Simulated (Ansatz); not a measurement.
# C3H12BN: how energies converge with the basis set

The task here is to estimate one member of a computed series from the others.

The runs use Ansatz 0.2.0, Gaussian basis; one geometry, several basis sets.

Plan: PBE0-D4/def2-SVP; ωB97M-V/def2-SVP; PBE0-D4/def2-QZVPP; ωB97M-V/def2-QZVPP; the functionals' def2-TZVPP values are taken from earlier runs.

### The geometry

All runs share one geometry, relaxed beforehand with PBE0-D4 in a triple-zeta def2 set.

17 atoms, charge 0, spin multiplicity 1.

Atoms are counted from 1 here; the program's logs count them from 0.

Bond lengths: C1–B2 1.616 Å, C1–H6 1.099 Å, C1–H7 1.095 Å, C1–H8 1.099 Å, B2–C3 1.616 Å, B2–C4 1.616 Å, B2–N5 1.672 Å, C3–H9 1.099 Å, C3–H10 1.099 Å, C3–H11 1.095 Å, C4–H12 1.099 Å, C4–H13 1.095 Å, C4–H14 1.099 Å, N5–H15 1.016 Å, N5–H16 1.016 Å, N5–H17 1.016 Å. Angles: B2–C1–H6 113.5°, B2–C1–H7 110.0°, B2–C1–H8 113.5°, H6–C1–H7 106.0°, H6–C1–H8 107.2°, H7–C1–H8 106.0°, C1–B2–C3 113.9°, C1–B2–C4 113.9°, C1–B2–N5 104.6°, C3–B2–C4 113.9°, C3–B2–N5 104.6°, C4–B2–N5 104.6°, B2–C3–H9 113.5°, B2–C3–H10 113.5°, B2–C3–H11 110.0°, H9–C3–H10 107.2°, H9–C3–H11 106.0°, H10–C3–H11 106.0° and more.

The first run:

Contents of in.yaml:

```yaml
crystal:
  periodic: [false, false, false]
  atoms:
    - {symbol: C, position_ang: [-0.656532, 0.249543, -1.485578]}
    - {symbol: B, position_ang: [0.064301, -0.037220, -0.067941]}
    - {symbol: C, position_ang: [1.424934, 0.805249, 0.156666]}
    - {symbol: C, position_ang: [0.199303, -1.606860, 0.291955]}
    - {symbol: N, position_ang: [-0.997911, 0.566561, 1.074086]}
    - {symbol: H, position_ang: [-0.824765, 1.316898, -1.683751]}
    - {symbol: H, position_ang: [-0.028782, -0.114651, -2.305412]}
    - {symbol: H, position_ang: [-1.624210, -0.258617, -1.595951]}
    - {symbol: H, position_ang: [1.862281, 0.673225, 1.155716]}
    - {symbol: H, position_ang: [1.303709, 1.884962, -0.005641]}
    - {symbol: H, position_ang: [2.190451, 0.476982, -0.554010]}
    - {symbol: H, position_ang: [0.610422, -1.793068, 1.293505]}
    - {symbol: H, position_ang: [0.882645, -2.094905, -0.410679]}
    - {symbol: H, position_ang: [-0.749813, -2.155644, 0.222360]}
    - {symbol: H, position_ang: [-1.149537, 1.560546, 0.931159]}
    - {symbol: H, position_ang: [-1.895242, 0.094946, 1.012412]}
    - {symbol: H, position_ang: [-0.630254, 0.431451, 2.011103]}
basis:
  gaussian: {orbitals: def2-SVP}
hamiltonian: {xc: pbe0, dispersion: d4}
output: {orbitals: {seedname: orbitals}}
```

The run is started by

```
ansatz run in.yaml --threads 4 --pin off --events-out ev --progress --plain --max-ram 11315MiB
```

Among the steps run: PBE0-D4 in def2-SVP; ωB97M-V in def2-SVP; PBE0-D4 in def2-QZVPP; ωB97M-V in def2-QZVPP.

One table of the session follows, with a row left open; its other results are not shown here.

It belongs to the step «Functionals by basis». 

| functional | basis | HOMO (eV) | LUMO (eV) |
| --- | --- | --- | --- |
| PBE0-D4 | def2-SVP | -7.24 | 0.68 |
| PBE0-D4 | def2-TZVPP | -7.37 | 0.09 |
| PBE0-D4 | def2-QZVPP | -7.39 | -0.23 |
| ωB97M-V | def2-SVP | -9.53 | 2.27 |
| ωB97M-V | def2-TZVPP | ? | ? |
| ωB97M-V | def2-QZVPP | -9.69 | 0.96 |

Estimate the missing values for ωB97M-V, def2-TZVPP.

The run gave: HOMO (eV): -9.67; LUMO (eV): 1.47. In the column «HOMO (eV)» it lies between ωB97M-V, def2-QZVPP (-9.69) and ωB97M-V, def2-SVP (-9.53).
